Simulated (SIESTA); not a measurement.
## SiSe under changes of volume

One of the cells (20.544 Å³/atom); the others are scaled copies at fixed shape and fractional positions:

```
Si Se
1.0
     3.61901    0.00000    0.00000
    -1.80950    3.13415    0.00000
     0.00000    0.00000    3.62256
Si Se
1 1
Cartesian
  1.8095 1.0447 1.8113
  0.0000 0.0000 0.0000
```

The cell was built by a generator and needn't be a form met in nature.

| Quantity | Value |
| --- | --- |
| Program | SIESTA 5.4.2 |
| Functional | PBE |
| Potentials or basis | PseudoDojo 0.4 standard (PBE files) |
| Basis | DZP (energy shift 0.003 Ry; two zetas on semicore shells) |
| Grid cutoff | 500 Ry |
| Energy shift | 0.003 Ry |
| k mesh | 9 × 9 × 7 |
| Occupations | fermi-dirac, width 0.05 eV |
| Spin | no spin polarisation |

```tsv
volume (Å³/atom)	energy over the lowest point (meV/atom)	pressure (GPa)
18.933	?	?
19.336	36.92	6.4
19.739	22.69	4.8
20.544	5.03	2.2
20.947	0.99	0.9
21.350	0.00	-0.2
```

Problem. What does the run at 18.933 Å³/atom give?

Solution. Energy over the lowest point 55.25 meV/atom; pressure 8.1 GPa.

Worked out: A Birch-Murnaghan fit of order 3 (a polynomial in V^(-2/3)) to the other rows has its minimum at 21.29 Å³/atom with B0 = V·E''(V) = 58 GPa (rough, since the energies scatter) at fixed shape and positions, which overstates the stiffness. It gives 55.05 meV/atom at 18.933 Å³/atom, against the run's 55.25, and -dE/dV = 8.0 GPa, against 8.1.

Energies are extrapolated to zero smearing.

Caveats: the basis of atomic orbitals isn't converged, which shifts pressures, moduli and gaps.
